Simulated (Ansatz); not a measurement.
# C₂H₈OSSi: basis-set convergence

One table from this session's results is given with a row withheld; the runs are named, their logs left out.

The runs use Ansatz 0.2.0, Gaussian basis; one geometry, several basis sets.

The runs, in order: PBE0-D4/def2-SVP; ωB97M-V/def2-SVP; PBE0-D4/def2-QZVPP; ωB97M-V/def2-QZVPP; the functionals' def2-TZVPP values are taken from earlier runs.

## Structure used throughout

An earlier PBE0-D4 in a triple-zeta def2 set relaxation fixed the geometry.

SMILES `CSC[SiH2]O`, 13 atoms, charge 0, spin multiplicity 1.

Atoms are counted from 1 here; the program's logs count them from 0.

Bond lengths: C1–S2 1.798 Å, C1–H6 1.090 Å, C1–H7 1.090 Å, C1–H8 1.091 Å, S2–C3 1.813 Å, C3–Si4 1.881 Å, C3–H9 1.094 Å, C3–H10 1.094 Å, Si4–O5 1.644 Å, Si4–H11 1.490 Å, Si4–H12 1.484 Å, O5–H13 0.964 Å. Angles: S2–C1–H6 106.6°, S2–C1–H7 112.2°, S2–C1–H8 110.6°, H6–C1–H7 108.9°, H6–C1–H8 108.8°, H7–C1–H8 109.7°, C1–S2–C3 100.9°, S2–C3–Si4 110.5°, S2–C3–H9 105.1°, S2–C3–H10 110.1°, Si4–C3–H9 109.0°, Si4–C3–H10 114.4°, H9–C3–H10 107.2°, C3–Si4–O5 108.3°, C3–Si4–H11 109.3°, C3–Si4–H12 111.5°, O5–Si4–H11 111.6°, O5–Si4–H12 107.5° and more.

Set-up of the first run:

File in.yaml:

```yaml
crystal:
  periodic: [false, false, false]
  atoms:
    - {symbol: C, position_ang: [-1.636368, 0.811269, 0.814328]}
    - {symbol: S, position_ang: [0.087167, 1.320850, 0.867712]}
    - {symbol: C, position_ang: [0.921615, -0.283405, 0.739205]}
    - {symbol: Si, position_ang: [0.817478, -0.941938, -1.019541]}
    - {symbol: O, position_ang: [1.190894, 0.282320, -2.051514]}
    - {symbol: H, position_ang: [-2.231915, 1.721796, 0.885926]}
    - {symbol: H, position_ang: [-1.885564, 0.299167, -0.115267]}
    - {symbol: H, position_ang: [-1.873558, 0.168038, 1.663529]}
    - {symbol: H, position_ang: [1.968653, -0.080941, 0.983099]}
    - {symbol: H, position_ang: [0.539132, -0.967875, 1.501462]}
    - {symbol: H, position_ang: [-0.554064, -1.469570, -1.266485]}
    - {symbol: H, position_ang: [1.795397, -2.034163, -1.250781]}
    - {symbol: H, position_ang: [0.881734, 1.139750, -1.736872]}
basis:
  gaussian: {orbitals: def2-SVP}
hamiltonian: {xc: pbe0, dispersion: d4}
output: {orbitals: {seedname: orbitals}}
```

Steps of the session up to this table: PBE0-D4 in def2-SVP; ωB97M-V in def2-SVP; PBE0-D4 in def2-QZVPP; ωB97M-V in def2-QZVPP.

One table of the session follows, with a row left open; its other results are not shown here.

It belongs to the step «Density functionals: the series». 

```
functional       basis  HOMO (eV)  LUMO (eV)
   PBE0-D4    def2-SVP      -6.49       0.77
   PBE0-D4  def2-TZVPP      -6.54       0.23
   PBE0-D4  def2-QZVPP      -6.56       0.02
   ωB97M-V    def2-SVP      -8.65       2.71
   ωB97M-V  def2-TZVPP          ?          ?
   ωB97M-V  def2-QZVPP      -8.75       1.48
```

Q: Estimate the row for ωB97M-V, def2-TZVPP from the others.

**Answer.** HOMO (eV): -8.73; LUMO (eV): 1.93. In the column «HOMO (eV)» it lies between ωB97M-V, def2-QZVPP (-8.75) and ωB97M-V, def2-SVP (-8.65).
